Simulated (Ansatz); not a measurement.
# C3H9Al: one species, many methods

One table from this session's results is given with a row withheld; the runs are named, their logs left out.

The runs use Ansatz 0.2.0, Gaussian basis; functionals in def2-TZVPP, the program's frozen cores in correlated methods.

Levels to be run: LDA (SPW92), PBE-D4, revPBE-D4, BLYP-D4, r2SCAN-D4, B97M-V, PBE0-D4, B3LYP-D4, r2SCANh-D4, r2SCAN0-D4, HSE06-D4, BHLYP-D4, CAM-B3LYP-D4, LC-ωPBE, ωB97X-V, ωB97M-V, B2PLYP, PBE-QIDH; CCSD(T)/def2-SVP; CCSD(T)/def2-TZVPP; MP2/def2-QZVPP; extrapolation to the limit; RPA on PBE.

## The geometry

An earlier PBE0-D4 in a triple-zeta def2 set relaxation fixed the geometry.

SMILES `CC[CH2][AlH2]`, 13 atoms, charge 0, spin multiplicity 1.

Atoms are counted from 1 here; the program's logs count them from 0.

Bond lengths: C1–C2 1.521 Å, C1–H5 1.094 Å, C1–H6 1.093 Å, C1–H7 1.094 Å, C2–C3 1.528 Å, C2–H8 1.096 Å, C2–H9 1.096 Å, C3–Al4 1.958 Å, C3–H10 1.100 Å, C3–H11 1.100 Å, Al4–H12 1.591 Å, Al4–H13 1.592 Å. Angles: C2–C1–H5 110.9°, C2–C1–H6 111.8°, C2–C1–H7 110.9°, H5–C1–H6 107.8°, H5–C1–H7 107.4°, H6–C1–H7 107.8°, C1–C2–C3 113.4°, C1–C2–H8 109.2°, C1–C2–H9 109.2°, C3–C2–H8 109.8°, C3–C2–H9 109.8°, H8–C2–H9 105.2°, C2–C3–Al4 117.0°, C2–C3–H10 110.0°, C2–C3–H11 110.0°, Al4–C3–H10 107.5°, Al4–C3–H11 107.6°, H10–C3–H11 103.9° and more.

The first run:

in.yaml

```yaml
crystal:
  periodic: [false, false, false]
  atoms:
    - {symbol: C, position_ang: [-0.935537, 1.364844, -1.007583]}
    - {symbol: C, position_ang: [-0.455613, 0.558470, 0.188856]}
    - {symbol: C, position_ang: [0.479409, -0.589001, -0.188586]}
    - {symbol: Al, position_ang: [1.160344, -1.698900, 1.273011]}
    - {symbol: H, position_ang: [-1.478119, 0.729643, -1.713666]}
    - {symbol: H, position_ang: [-1.601969, 2.178255, -0.708163]}
    - {symbol: H, position_ang: [-0.090838, 1.804406, -1.545810]}
    - {symbol: H, position_ang: [-1.324014, 0.166323, 0.730467]}
    - {symbol: H, position_ang: [0.046357, 1.228094, 0.896566]}
    - {symbol: H, position_ang: [1.347404, -0.200684, -0.742321]}
    - {symbol: H, position_ang: [-0.015760, -1.256705, -0.909526]}
    - {symbol: H, position_ang: [2.135399, -2.916606, 0.958132]}
    - {symbol: H, position_ang: [0.753335, -1.402840, 2.783422]}
basis:
  gaussian: {orbitals: def2-TZVPP}
hamiltonian: {xc: lda}
output: {orbitals: {seedname: orbitals}}
```

Command:

```
$ ansatz run in.yaml --threads 4 --pin off --events-out ev --progress --plain --max-ram 10444MiB
```

Among the steps run: LDA; PBE-D4 (GGA); revPBE-D4 (GGA); BLYP-D4 (GGA); r2SCAN-D4 (meta-GGA); B97M-V (meta-GGA); B3LYP-D4 (hybrid); r2SCANh-D4 (hybrid); r2SCAN0-D4 (hybrid); HSE06-D4 (hybrid); BHLYP-D4 (hybrid); CAM-B3LYP-D4 (range-separated); LC-ωPBE (range-separated); ωB97X-V (range-separated); ωB97M-V (range-separated); B2PLYP (double hybrid); PBE-QIDH (double hybrid).

One table of the session follows, with a row left open; its other results are not shown here.

It belongs to the step «Orbital energies across the functionals». 

```
  functional  HOMO (eV)  LUMO (eV)  gap (eV)
 LDA (SPW92)          ?          ?         ?
      PBE-D4      -6.32      -2.07      4.25
   revPBE-D4      -6.27      -1.96      4.31
     BLYP-D4      -6.21      -1.98      4.23
   r2SCAN-D4      -6.56      -1.72      4.85
      B97M-V      -6.70      -1.99      4.71
     PBE0-D4      -7.55      -1.30      6.25
    B3LYP-D4      -7.35      -1.53      5.82
  r2SCANh-D4      -7.02      -1.46      5.56
  r2SCAN0-D4      -7.71      -1.09      6.62
    HSE06-D4      -7.15      -1.66      5.48
    BHLYP-D4      -8.71      -0.56      8.15
CAM-B3LYP-D4      -8.91      -0.41      8.51
     LC-ωPBE     -10.27       0.71     10.98
     ωB97X-V      -9.91       0.57     10.49
     ωB97M-V      -9.76       0.26     10.02
```

Estimate the missing values for LDA (SPW92).

As computed: HOMO (eV): -6.43; LUMO (eV): -2.32; gap (eV): 4.11. In the column «HOMO (eV)» it lies between r2SCAN-D4 (-6.56) and PBE-D4 (-6.32).
